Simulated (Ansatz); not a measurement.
# H₄MoO₄S: small, medium and large basis sets

How large a basis does H₄MoO₄S need? Two functionals are run in growing sets.

Method: one geometry, several basis sets; program: Ansatz 0.2.0, Gaussian basis.

The runs, in order: PBE0-D4/def2-SVP; ωB97M-V/def2-SVP; PBE0-D4/def2-QZVPP; ωB97M-V/def2-QZVPP; the functionals' def2-TZVPP values are taken from earlier runs.

1 further run of the same task is left out (for a known fault of the program). Runs told in other sessions of the task aren't counted.

**1. The relaxed structure**

The geometry comes from an earlier relaxation with PBE0-D4 in a triple-zeta def2 set; it is a stationary point, not always the lowest conformer. Mo takes the def2 core potential; no spin-orbit term is included.

SMILES `[OH][Mo]([OH])([OH])([OH])=[S]`, 10 atoms, charge 0, spin multiplicity 1.

Atoms are counted from 1 here; the program's logs count them from 0.

Bond lengths: O1–Mo2 1.857 Å, O1–H7 0.970 Å, Mo2–O3 2.027 Å, Mo2–O4 1.873 Å, Mo2–O5 1.873 Å, Mo2–S6 2.105 Å, O3–H8 0.958 Å, O4–H9 0.965 Å, O5–H10 0.965 Å. Angles: Mo2–O1–H7 107.7°, O1–Mo2–O3 80.2°, O1–Mo2–O4 119.0°, O1–Mo2–O5 119.1°, O1–Mo2–S6 98.9°, O3–Mo2–O4 84.6°, O3–Mo2–O5 84.6°, O3–Mo2–S6 179.1°, O4–Mo2–O5 117.7°, O4–Mo2–S6 95.8°, O5–Mo2–S6 95.8°, Mo2–O3–H8 129.9°, Mo2–O4–H9 109.5°, Mo2–O5–H10 109.6°.

**2. PBE0-D4 in def2-SVP**

File in.yaml:

```yaml
crystal:
  periodic: [false, false, false]
  atoms:
    - {symbol: O, position_ang: [-1.221513, -0.533907, -1.407084]}
    - {symbol: Mo, position_ang: [-0.397473, 0.522483, -0.121414]}
    - {symbol: O, position_ang: [0.696060, -1.173743, 0.072750]}
    - {symbol: O, position_ang: [-0.815944, 0.250456, 1.683440]}
    - {symbol: O, position_ang: [1.245590, 1.326828, -0.521598]}
    - {symbol: S, position_ang: [-1.549837, 2.269607, -0.346224]}
    - {symbol: H, position_ang: [-0.776000, -1.396070, -1.411477]}
    - {symbol: H, position_ang: [1.427477, -1.369837, 0.659943]}
    - {symbol: H, position_ang: [-0.456194, -0.596649, 1.974142]}
    - {symbol: H, position_ang: [1.931035, 0.649832, -0.579478]}
basis:
  gaussian: {orbitals: def2-SVP}
hamiltonian: {xc: pbe0, dispersion: d4}
output: {orbitals: {seedname: orbitals}}
```

The run is started by

```
$ ansatz run in.yaml --threads 4 --pin off --events-out ev --progress --plain --max-ram 11315MiB
```

Further steps of the session: ωB97M-V in def2-SVP; PBE0-D4 in def2-QZVPP; ωB97M-V in def2-QZVPP.

**Question.** What will the summary of the whole plan be? Wanted: PBE0-D4: double and triple zeta above quadruple; ωB97M-V: double and triple zeta above quadruple.

The runs gave:

| quantity | value |
| --- | --- |
| PBE0-D4: double and triple zeta above quadruple | 15.67, 0.92 eV |
| ωB97M-V: double and triple zeta above quadruple | 15.85, 0.89 eV |

What this shows: For PBE0-D4 the step from double to triple zeta gains 14.75 eV and the next only 0.92 eV. These are total energies; as a rule much of such shifts cancels in differences, which this series doesn't test.
